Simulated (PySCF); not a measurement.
# C₇H₁₀O₂: magnetic properties

Wanted: magnetic properties for C₇H₁₀O₂ (`C[C@@H]1CC=C[C@H]1C(=O)O`).

Computed with PySCF 2.14.0 and routines of our own; the level stands in each step. Atoms count from 0.

## 1. The starting structure

19 atoms, charge 0, multiplicity 1; geometry from: GFN2-xTB.

## 2. Magnetic properties: GIAO KT3/pcSseg-1

The job: settings as JSON, then the geometry in Å.

```
{"job": {"kind": "mag", "xc": "KT3", "basis": "pcSseg-1", "isotopologues": 0}, "charge": 0, "multiplicity": 1}
C     -1.236516     1.681674     0.355996
C     -0.634344     0.464142    -0.332154
C     -1.556468    -0.772286    -0.274647
C     -0.668381    -1.882051     0.189898
C      0.539355    -1.462079     0.518816
C      0.694434     0.024075     0.317769
C      1.895883     0.285202    -0.560524
O      1.875335     0.517621    -1.738487
O      3.038631     0.202524     0.135502
H     -2.172308     1.961932    -0.122501
H     -1.435401     1.468740     1.404966
H     -0.556797     2.529037     0.296110
H     -0.425457     0.713594    -1.376265
H     -2.004367    -0.996644    -1.243803
H     -2.373435    -0.621719     0.436556
H     -1.022492    -2.896419     0.257906
H      1.352844    -2.055883     0.897156
H      0.877993     0.513785     1.279611
H      3.801688     0.334008    -0.449366
```

With the program's defaults for keys left out, this is: GIAO KT3/pcSseg-1 magnetisability, rotational g tensor and spin-rotation constants, non-relativistic, gas phase.

Command:

```sh
> OMP_NUM_THREADS=1 python excited_run.py task.json out
```

One launch serves the whole session: the jobs run in the order shown.

The program printed:

```text
coarse grid: 15976 points
cycle   1  E = -429.2828949839  dE =  1.293e+00  |g| = 1.137e+00  |ddm| = 3.959e+00
cycle   2  E = -428.3987974263  dE =  8.841e-01  |g| = 2.314e+00  |ddm| = 2.880e+00
cycle   3  E = -429.4575918219  dE = -1.059e+00  |g| = 6.398e-01  |ddm| = 2.358e+00
cycle   4  E = -429.5412780928  dE = -8.369e-02  |g| = 1.340e-01  |ddm| = 5.493e-01
cycle   5  E = -429.5436726260  dE = -2.395e-03  |g| = 6.209e-02  |ddm| = 1.157e-01
cycle   6  E = -429.5445411218  dE = -8.685e-04  |g| = 1.553e-02  |ddm| = 6.257e-02
cycle   7  E = -429.5445880108  dE = -4.689e-05  |g| = 7.130e-03  |ddm| = 1.989e-02
cycle   8  E = -429.5445998337  dE = -1.182e-05  |g| = 2.374e-03  |ddm| = 8.142e-03
cycle   9  E = -429.5446011333  dE = -1.300e-06  |g| = 8.358e-04  |ddm| = 2.840e-03
final grid: 154592 points
cycle  10  E = -429.6132979044  dE = -2.920e-04  |g| = 1.642e-02  |ddm| = 7.785e-02
cycle  11  E = -429.6132044839  dE =  9.342e-05  |g| = 2.793e-02  |ddm| = 3.261e-02
cycle  12  E = -429.6133388106  dE = -1.343e-04  |g| = 5.055e-03  |ddm| = 2.185e-02
cycle  13  E = -429.6133436626  dE = -4.852e-06  |g| = 1.650e-03  |ddm| = 4.350e-03
cycle  14  E = -429.6133441232  dE = -4.607e-07  |g| = 4.676e-04  |ddm| = 1.327e-03
cycle  15  E = -429.6133441709  dE = -4.769e-08  |g| = 1.371e-04  |ddm| = 5.405e-04
cycle  16  E = -429.6133441747  dE = -3.743e-09  |g| = 6.548e-05  |ddm| = 1.686e-04
cycle  17  E = -429.6133441758  dE = -1.122e-09  |g| = 1.447e-05  |ddm| = 7.478e-05
cycle  18  E = -429.6133441758  dE = -4.854e-11  |g| = 3.980e-06  |ddm| = 1.682e-05
converged SCF energy = -429.6133441758

Magnetisability tensor (1e-30 J/T^2)
    -1197.49       29.44       40.03
       29.44    -1336.75      -66.37
       40.03      -66.37    -1274.26
isotropic -1269.50   principal values   -1390.12  -1237.98  -1180.40
isotropic susceptibility -76.451 1e-6 cm^3/mol

Inertial axes            a          b          c
rot. const./GHz      2.5250     1.3162     1.0694
chi total           -72.471    -79.172    -77.710
chi diamagnetic    -603.304  -1012.292  -1233.920
chi paramagnetic    530.833    933.119   1156.211
quadrupole/D A        8.445     -0.691     -7.754
g nuclear            0.5995     0.5687     0.5755
g electronic        -0.6297    -0.5770    -0.5809
g total             -0.0302    -0.0083    -0.0054

Spin-rotation constants (kHz, H = +C I.J)
atom  isotope        aa         bb         cc
  9     1H       -0.087     -0.098     -0.087
 10     1H       -0.244     -0.126     -0.008
 11     1H       -0.086     -0.061     -0.118
 12     1H       -0.197     -0.099      0.002
 13     1H       -0.231     -0.138      0.037
 14     1H       -0.003     -0.140     -0.074
 15     1H       -0.160      0.073     -0.115
 16     1H       -0.104      0.028     -0.106
 17     1H       -0.267     -0.135      0.052
 18     1H        0.113     -0.176     -0.079
  0    13C*       0.402      0.193      0.167
  1    13C*       0.417      0.227      0.202
  2    13C*       0.481      0.209      0.231
  3    13C*       0.706      0.607      0.214
  4    13C*       0.688      0.596      0.214
  5    13C*       0.536      0.262      0.239
  6    13C*       1.270      0.362      0.347
  7    17O*      -1.221     -0.235     -0.499
  8    17O*      -0.536     -0.266     -0.266
* in the singly substituted isotopologue
```

Run time: 1.7 min. Hardware: 1 thread of Arm Neoverse N1, shared host; peak memory 0.74 GiB.

In short:

| quantity | value |
| --- | --- |
| magnetisability | -1270·10⁻³⁰ J/T² |
| molar susceptibility | -76.5·10⁻⁶ cm³/mol |
| rotational g (a, b, c) | -0.0302, -0.0083, -0.0054 |

## 3. Magnetic properties: GIAO BP86/pcSseg-0

Settings changed since step 2:

```diff
@@ -1,2 +1,2 @@
-{"job": {"kind": "mag", "xc": "KT3", "basis": "pcSseg-1", "isotopologues": 0}, "charge": 0, "multiplicity": 1}
+{"job": {"kind": "mag", "xc": "BP86", "basis": "pcSseg-0", "scf": {"conv": 1e-06}}, "charge": 0, "multiplicity": 1}
 C     -1.236516     1.681674     0.355996
```

Level: GIAO BP86/pcSseg-0 magnetisability, rotational g tensor and spin-rotation constants, non-relativistic, gas phase.

The program printed:

```text
final grid: 154592 points
cycle   1  E = -422.0570598798  dE =  1.207e+00  |g| = 1.015e+00  |ddm| = 4.585e+00
cycle   2  E = -421.2024433840  dE =  8.546e-01  |g| = 2.274e+00  |ddm| = 3.942e+00
cycle   3  E = -422.1785457634  dE = -9.761e-01  |g| = 6.631e-01  |ddm| = 3.098e+00
cycle   4  E = -422.2655423434  dE = -8.700e-02  |g| = 1.236e-01  |ddm| = 7.589e-01
cycle   5  E = -422.2676383358  dE = -2.096e-03  |g| = 5.933e-02  |ddm| = 1.685e-01
cycle   6  E = -422.2684724227  dE = -8.341e-04  |g| = 1.171e-02  |ddm| = 9.373e-02
cycle   7  E = -422.2685025629  dE = -3.014e-05  |g| = 3.550e-03  |ddm| = 1.947e-02
cycle   8  E = -422.2685055701  dE = -3.007e-06  |g| = 8.452e-04  |ddm| = 5.692e-03
cycle   9  E = -422.2685055817  dE = -1.161e-08  |g| = 5.356e-04  |ddm| = 1.642e-03
converged SCF energy = -422.2685055817

Magnetisability tensor (1e-30 J/T^2)
    -1254.59       30.75       42.76
       30.75    -1422.74      -75.41
       42.76      -75.41    -1311.08
isotropic -1329.47   principal values   -1470.96  -1286.45  -1231.00
isotropic susceptibility -80.062 1e-6 cm^3/mol

Inertial axes            a          b          c
rot. const./GHz      2.5250     1.3162     1.0694
chi total           -75.919    -84.025    -80.242
chi diamagnetic    -605.185  -1013.420  -1234.432
chi paramagnetic    529.266    929.394   1154.189
quadrupole/D A        9.647     -0.769     -8.878
g nuclear            0.5995     0.5687     0.5755
g electronic        -0.6278    -0.5747    -0.5799
g total             -0.0284    -0.0060    -0.0044

Spin-rotation constants (kHz, H = +C I.J)
atom  isotope        aa         bb         cc
  9     1H       -0.112     -0.113     -0.097
 10     1H       -0.264     -0.140     -0.014
 11     1H       -0.107     -0.076     -0.129
 12     1H       -0.223     -0.116     -0.008
 13     1H       -0.262     -0.154      0.028
 14     1H       -0.032     -0.157     -0.083
 15     1H       -0.187      0.056     -0.131
 16     1H       -0.128      0.012     -0.120
 17     1H       -0.298     -0.149      0.045
 18     1H        0.100     -0.210     -0.099
  0    13C*       0.381      0.180      0.159
  1    13C*       0.378      0.211      0.197
  2    13C*       0.459      0.191      0.229
  3    13C*       0.728      0.629      0.208
  4    13C*       0.704      0.624      0.211
  5    13C*       0.518      0.260      0.248
  6    13C*       1.345      0.362      0.364
  7    17O*      -1.344     -0.228     -0.567
  8    17O*      -0.586     -0.248     -0.275
* in the singly substituted isotopologue
```

It took 32 s on 1 thread of Arm Neoverse N1, shared host; peak memory 0.47 GiB.

In short:

| quantity | value |
| --- | --- |
| magnetisability | -1329·10⁻³⁰ J/T² |
| molar susceptibility | -80.1·10⁻⁶ cm³/mol |
| rotational g (a, b, c) | -0.0284, -0.0060, -0.0044 |

## 4. Magnetic properties: GIAO HCTH407/MINI

Settings changed since step 3:

```diff
@@ -1,2 +1,2 @@
-{"job": {"kind": "mag", "xc": "BP86", "basis": "pcSseg-0", "scf": {"conv": 1e-06}}, "charge": 0, "multiplicity": 1}
+{"job": {"kind": "mag", "xc": "HCTH407", "basis": "MINI", "scf": {"guess": "random", "max_cycle": 77}}, "charge": 0, "multiplicity": 1}
 C     -1.236516     1.681674     0.355996
```

With the program's defaults for keys left out, this is: GIAO HCTH407/MINI magnetisability, rotational g tensor and spin-rotation constants, non-relativistic, gas phase.

The program printed:

```text
start from random orthonormal orbitals
final grid: 154592 points
cycle   1  E = -396.5164842490  dE = -8.591e+01  |g| = 3.893e+00  |ddm| = 2.772e+01
cycle   2  E = -332.5971086440  dE =  6.392e+01  |g| = 4.264e+00  |ddm| = 3.167e+01
cycle   3  E = -385.2255871301  dE = -5.263e+01  |g| = 5.284e+00  |ddm| = 3.258e+01
cycle   4  E = -404.8560868077  dE = -1.963e+01  |g| = 3.698e+00  |ddm| = 1.226e+01
cycle   5  E = -404.0552832804  dE =  8.008e-01  |g| = 4.466e+00  |ddm| = 3.245e+00
cycle   6  E = -404.8565072998  dE = -8.012e-01  |g| = 3.852e+00  |ddm| = 2.471e+00
cycle   7  E = -404.8928433828  dE = -3.634e-02  |g| = 3.833e+00  |ddm| = 4.969e-02
cycle   8  E = -405.8540582467  dE = -9.612e-01  |g| = 3.711e+00  |ddm| = 1.964e+00
cycle   9  E = -405.3206354811  dE =  5.334e-01  |g| = 3.743e+00  |ddm| = 9.326e-01
cycle  10  E = -395.1442958397  dE =  1.018e+01  |g| = 4.381e+00  |ddm| = 8.041e+00
[... 57 cycles left out ...]
cycle  68  E = -385.3575787392  dE =  7.256e-01  |g| = 4.868e+00  |ddm| = 2.395e+00
cycle  69  E = -386.1066345467  dE = -7.491e-01  |g| = 5.028e+00  |ddm| = 2.467e+00
cycle  70  E = -385.9397873426  dE =  1.668e-01  |g| = 4.995e+00  |ddm| = 3.119e-01
cycle  71  E = -386.1339458457  dE = -1.942e-01  |g| = 5.016e+00  |ddm| = 1.893e-01
cycle  72  E = -385.9882987394  dE =  1.456e-01  |g| = 4.996e+00  |ddm| = 2.010e-01
cycle  73  E = -374.3359218417  dE =  1.165e+01  |g| = 4.697e+00  |ddm| = 8.381e+00
cycle  74  E = -313.3961355026  dE =  6.094e+01  |g| = 4.352e+00  |ddm| = 3.578e+01
cycle  75  E = -386.0594836662  dE = -7.266e+01  |g| = 4.986e+00  |ddm| = 3.467e+01
cycle  76  E = -385.9824451542  dE =  7.704e-02  |g| = 4.983e+00  |ddm| = 1.136e-01
cycle  77  E = -384.9753479916  dE =  1.007e+00  |g| = 4.883e+00  |ddm| = 2.536e+00
SCF not converged, last energy = -384.9753479916
```

Wall time 70 s (1 thread of Arm Neoverse N1, shared host); peak memory 0.47 GiB.

Diagnosis: After 77 cycles the gradient is still 4.9e+00, from the random guess. The remedy is to go back to the standard guess, DIIS and geometry, then add damping if needed. Numbers printed on the way are no properties of the molecule.

## 5. The levels compared

| level | ξ (10⁻³⁰ J/T²) | g(a) | g(b) | gap (eV) | functions | time |
| --- | --- | --- | --- | --- | --- | --- |
| GIAO KT3/pcSseg-1 | -1270 | -0.0302 | -0.0083 | 5.00 | 203 | 1.7 min |
| GIAO BP86/pcSseg-0 | -1329 | -0.0284 | -0.0060 | 4.96 | 101 | 32 s |

## 6. Summary of results

| quantity | value |
| --- | --- |
| magnetisability (step 2, GIAO KT3/pcSseg-1) | -1270·10⁻³⁰ J/T² |
| molar susceptibility (step 2, GIAO KT3/pcSseg-1) | -76.5·10⁻⁶ cm³/mol |
| rotational g (a, b, c) (step 2, GIAO KT3/pcSseg-1) | -0.0302, -0.0083, -0.0054 |
| magnetisability over the levels | -1329 to -1270·10⁻³⁰ J/T² |
| runs | 1 failed, 0 ended on unsound input |

**Reading.** The magnetisability spreads by 4.6 % over 2 levels, from GIAO BP86/pcSseg-0 (32 s) to GIAO KT3/pcSseg-1 (1.7 min); the runs took 32 s to 1.7 min. Two levels can agree by chance, so this spread shows no convergence. Vibrational averaging and real surroundings are missing from these values.
